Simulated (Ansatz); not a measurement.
**As₂H₃ (doublet): the correlation ladder at distance As1–As2 = 3.394 Å, cc-pVDZ**

The task here is to estimate one member of a computed series from the others.

Method: cc-pVDZ, core rule «outside noble gas», up to 28 orbitals frozen; program: Ansatz 0.2.0, Gaussian basis.

Plan: UHF; CCSD(T) on ROHF; CCSD(T) on UHF; BCCD(T) on ROHF; CISD; CCSDT(Q) on ROHF; CCSDT(Q) on UHF; CASSCF and MRCISD+Q, 3 electrons in 3 orbitals; CASSCF and NEVPT2, 3 electrons in 3 orbitals.

34 further runs of the same task are left out: 5 for a known fault of the program, 22 that didn't finish, 7 set aside as unsound or not needed.

## The system

The geometry derives from a PBE0/def2-TZVP stationary point (not a proven minimum). One bond is set to the value named and the two fragments are kept rigid. No spin-orbit coupling is included. The filled d shell of As may be among the frozen orbitals whatever the setting's name suggests; the logs give the count.

5 atoms, charge 0, spin multiplicity 2.

Atoms are counted from 1 here; the program's logs count them from 0.

Bond lengths: As1–H3 1.524 Å, As1–H4 1.522 Å, As2–H5 1.528 Å. Angles: H3–As1–H4 92.9°.

The first run:

in.yaml

```yaml
crystal:
  periodic: [false, false, false]
  atoms:
    - {symbol: As, position_ang: [0.058006, 0.042121, 1.682910]}
    - {symbol: As, position_ang: [-0.033821, -0.053999, -1.708486]}
    - {symbol: H, position_ang: [-1.282467, 0.749814, 1.836515]}
    - {symbol: H, position_ang: [-0.565878, -1.337676, 1.835942]}
    - {symbol: H, position_ang: [0.050640, 1.470754, -1.771389]}
basis:
  gaussian: {orbitals: cc-pVDZ}
magnetization: {spin_polarized: true, initial_magnetization: 1}
hamiltonian: {xc: hf}
output: {orbitals: {seedname: orbitals}}
```

On the command line:

```bash
ansatz run in.yaml --threads 1 --pin off --events-out ev --progress --plain --max-ram 2393MiB
```

Among the steps run: UHF; CCSD(T) on ROHF; CCSD(T) on UHF; BCCD(T) on ROHF; CISD; CCSDT(Q) on ROHF; CCSDT(Q) on UHF; CASSCF and MRCISD+Q, 3 electrons in 3 orbitals; CASSCF and NEVPT2, 3 electrons in 3 orbitals.

One of the session's tables, all rows but one given; the rest of the session is left out.

| method | from RCCSDT(Q) (kJ/mol) |
| --- | --- |
| ROHF | +737.8 |
| UHF | +625.2 |
| RMP2 | +172.5 |
| UMP2 | +156.4 |
| CISD | +125.9 |
| RCCSD | +38.7 |
| UCCSD | +32.1 |
| RCCSD(T) | +8.2 |
| UCCSD(T) | +15.0 |
| BCCD(T) | +12.6 |
| RCCSDT | +2.5 |
| UCCSDT | +2.9 |
| RCCSDT(Q) | 0 |
| UCCSDT(Q) | +0.4 |
| CASSCF pair | ? |
| NEVPT2 pair | +121.7 |
| MRCISD pair | +70.3 |
| MRCISD+Q pair | +4.1 |

Q: Estimate the row for CASSCF pair from the others.

The run gave: from RCCSDT(Q) (kJ/mol): +619.0. In the column «from RCCSDT(Q) (kJ/mol)» it lies between RMP2 (+172.5) and UHF (+625.2).

Among the levels timed on like hardware and quicker than the yardstick, those that no quicker one beats, quickest first: NEVPT2 pair (9.5 s, +121.7 kJ/mol); MRCISD+Q pair (10 s, +4.1 kJ/mol).

Limits of these values: The determinant is far from a pure spin state, so its energy mixes those of several spin states (harmless only where they are near-degenerate, as at dissociation). Of the multireference levels listed MRCISD+Q pair comes nearest in total energy (+4.1 kJ/mol), which doesn't show that its space is the better one. Restricted and unrestricted rows rest on different reference determinants; where their highest levels disagree by more than a few hundredths of an eV, they describe different states and don't form one ladder.
